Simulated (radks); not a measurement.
**Kr inside a hard spherical wall**

An exercise on one series of results from a longer session: the logs are not shown, and one member is left open.

Method: non-relativistic Kohn-Sham, LDA (Slater exchange, Perdew-Wang correlation), spin-unpolarised, spherical densities, point nucleus. Code: radks (a radial shooting solver on a logarithmic mesh, Libxc functionals) version 1.

## What is computed

* element: krypton (Z = 36)
* charge: 0
* electrons: 36
* configuration: [Kr]

The outer shells:

Kr
```
[Ar] core
3d [↑↓][↑↓][↑↓][↑↓][↑↓]
4s [↑↓]
4p [↑↓][↑↓][↑↓]
```

The first run:

Settings of this run:

```text
Z 36
configuration [Kr] 5s0 4d0 5p0
relativity non-relativistic
functional lda,pw
spin unpolarised
nucleus point
```

Steps of the session up to this table: The free atom.

One of the session's tables, all rows but one given; the rest of the session is left out.

It belongs to the step «The free atom». Radial density 4πr²ρ:

| r (bohr) | 4πr²ρ (e/bohr) |
| --- | --- |
| 0.00191 | 1.285 |
| 0.00304 | ? |
| 0.00483 | 6.663 |
| 0.00775 | 13.89 |
| 0.0123 | 25.34 |
| 0.0196 | 38.31 |
| 0.0314 | 44.07 |
| 0.0500 | 38.35 |
| 0.0795 | 39.97 |
| 0.126 | 52.81 |
| 0.203 | 38.94 |
| 0.322 | 31.80 |
| 0.513 | 34.22 |
| 0.822 | 12.01 |
| 1.31 | 5.833 |
| 2.08 | 3.519 |
| 3.31 | 0.6520 |
| 5.30 | 0.02683 |

**Question.** Estimate the row for r (bohr) = 0.00304.

Worked estimate for «4πr²ρ (e/bohr)». A straight line through the neighbours (0.00191, 1.285) and (0.00483, 6.663) gives 1.285 + (6.663 − 1.285) × (0.00304 − 0.00191) / (0.00483 − 0.00191) = 3.366; a parabola fitted to 3 rows on both sides gives 3.147.

As computed: 4πr²ρ (e/bohr): 2.997. In «4πr²ρ (e/bohr)» the line misses by +0.369 and the parabola by +0.150.

Limits of these values: Shells are not refilled when levels cross, and a hard wall is a model, not a crystal.
